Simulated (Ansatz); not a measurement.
LuPd, space group Pm-3m: an equation of state with a fit, run with the Ansatz DFT code, driven from Python.

Script `lupd_eos.py`:
```python
import ansatz as az
import numpy as np
from pymatgen.analysis.eos import EOS

VECTORS = np.array([
    [3.415, 0.0, 0.0],
    [0.0, 3.415, 0.0],
    [0.0, 0.0, 3.415],
])
SITES = [
    ('Lu', (0.0, 0.0, 0.0)),
    ('Pd', (0.5, 0.5, 0.5)),
]


def make_crystal(cell):
    crystal = az.Crystal(lattice=az.Lattice.of(cell))
    for symbol, position in SITES:
        crystal = crystal.atom(symbol, position)
    return crystal

volumes, energies, pressures = [], [], []
for scale in np.linspace(0.94, 1.06, 7):
    cell = VECTORS * scale ** (1 / 3)
    calc = make_crystal(cell).calculation()
    calc = calc.occupations(az.OccupationsMethod.COLD, width=0.1).functional('pbesol')
    calc = calc.pseudopotentials('paw')
    calc = calc.basis(500)
    calc = calc.kpoints(8, 8, 8)
    calc = calc.stress()
    data = calc.run(threads=1, pin='off').report
    volumes.append(abs(np.linalg.det(cell)) / len(SITES))
    energies.append(data['free_energy_ev'] / len(SITES))
    pressures.append(np.trace(data['stress_gpa']) / 3)
    print(f'V = {volumes[-1]:8.4f} A^3/atom  F = {energies[-1]:.5f} eV/atom  P = {pressures[-1]:8.3f} GPa')

for form in ['murnaghan']:
    fit = EOS(eos_name=form).fit(volumes, energies)
    print(f'{form:18s} V0 {fit.v0:8.4f} A^3/atom  B0 {fit.b0_GPa:7.1f} GPa  B1 {fit.b1:5.2f}')
```

Estimate the equilibrium volume and the bulk modulus.

A third-order Birch-Murnaghan fit through the 7 points (the script's own form differs a little) has its minimum at 19.51 Å³ an atom, 2.0 % below the typed cell, with a bulk modulus of 113 GPa and dB/dP = 5.0. From that minimum the energy rises by 12.3 meV an atom on the compressed side and 39.3 meV on the expanded side.

The run itself:

Output of `python lupd_eos.py`:
```text
V =  18.7185 A^3/atom  F = -10759.94941 eV/atom  P =    5.185 GPa
V =  19.1167 A^3/atom  F = -10759.95881 eV/atom  P =    2.427 GPa
V =  19.5150 A^3/atom  F = -10759.96173 eV/atom  P =   -0.027 GPa
V =  19.9132 A^3/atom  F = -10759.95892 eV/atom  P =   -2.188 GPa
V =  20.3115 A^3/atom  F = -10759.95107 eV/atom  P =   -4.095 GPa
V =  20.7098 A^3/atom  F = -10759.93873 eV/atom  P =   -5.797 GPa
V =  21.1080 A^3/atom  F = -10759.92239 eV/atom  P =   -7.324 GPa
murnaghan          V0  19.5109 A^3/atom  B0   112.7 GPa  B1  5.06
```

What to keep in mind:
- Absolute energies stand on the zero of these potentials, so only differences at equal settings mean something.
- The mesh is modest for a metal, so energies can be off by several to tens of meV an atom and pressures by half a GPa or more; differences at equal mesh fare better.
- Pressure is positive in compression.
- The structure is a deposited one; some such entries were measured under pressure or heat, so a shift against it needn't be the functional's error alone.
- Finished in 21 s on 1 thread of Arm Neoverse V2, with other jobs on the host, peak memory 0.5 GiB.
